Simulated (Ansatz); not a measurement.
# BrClGaHO (SMILES [OH][Ga]([Cl])[Br]): functionals against CCSD(T) at one geometry

An exercise on one series of results from a longer session: the logs are not shown, and one member is left open.

Method: single points in def2-TZVPP; program: Ansatz 0.2.0, Gaussian basis.

Correlated methods freeze the cores. Filled d shells of the heavier atoms are correlated.

## The starting structure

SMILES `[OH][Ga]([Cl])[Br]`, 5 atoms, charge 0, spin multiplicity 1.

Atoms are counted from 1 here; the program's logs count them from 0.

Bond lengths: O1–Ga2 1.803 Å, O1–H5 1.023 Å, Ga2–Cl3 2.188 Å, Ga2–Br4 2.378 Å. Angles: Ga2–O1–H5 129.6°, O1–Ga2–Cl3 116.6°, O1–Ga2–Br4 118.0°, Cl3–Ga2–Br4 125.4°.

Geometry (Å):

```
O     0.3524    1.3099    0.2472
Ga    0.1082   -0.4639    0.0365
Cl    1.5320   -1.7783    1.0533
Br   -1.7198   -1.1877   -1.3016
H    -0.2055    2.0919   -0.1051
```

The first run:

Input file run/in.yaml:

```yaml
crystal:
  periodic: [false, false, false]
  atoms:
    - {symbol: O, position_ang: [0.352400, 1.309900, 0.247200]}
    - {symbol: Ga, position_ang: [0.108200, -0.463900, 0.036500]}
    - {symbol: Cl, position_ang: [1.532000, -1.778300, 1.053300]}
    - {symbol: Br, position_ang: [-1.719800, -1.187700, -1.301600]}
    - {symbol: H, position_ang: [-0.205500, 2.091900, -0.105100]}
basis:
  gaussian: {orbitals: def2-TZVPP}
correlation: {method: ccsd_t}
```

No record of the launch command was kept for these runs.

Among the steps run: CCSD(T)/def2-TZVPP; PBE0-D4/def2-TZVPP; wB97M-V/def2-TZVPP; r2SCAN-D4/def2-TZVPP; PBE-D4/def2-TZVPP; BHLYP-D4/def2-TZVPP; BLYP-D4/def2-TZVPP.

One of the session's tables, all rows but one given; the rest of the session is left out.

| method | RMS force component (eV/Å) | dipole (D) |
| --- | --- | --- |
| PBE0-D4 | 1.041 | 1.51 |
| wB97M-V | 1.037 | 1.49 |
| r2SCAN-D4 | 0.983 | 1.54 |
| PBE-D4 | 0.845 | 1.50 |
| BHLYP-D4 | 1.185 | 1.51 |
| BLYP-D4 | ? | ? |

Estimate the missing values for BLYP-D4.

As computed: RMS force component (eV/Å): 0.806; dipole (D): 1.48. In the column «RMS force component (eV/Å)» it is the lowest.
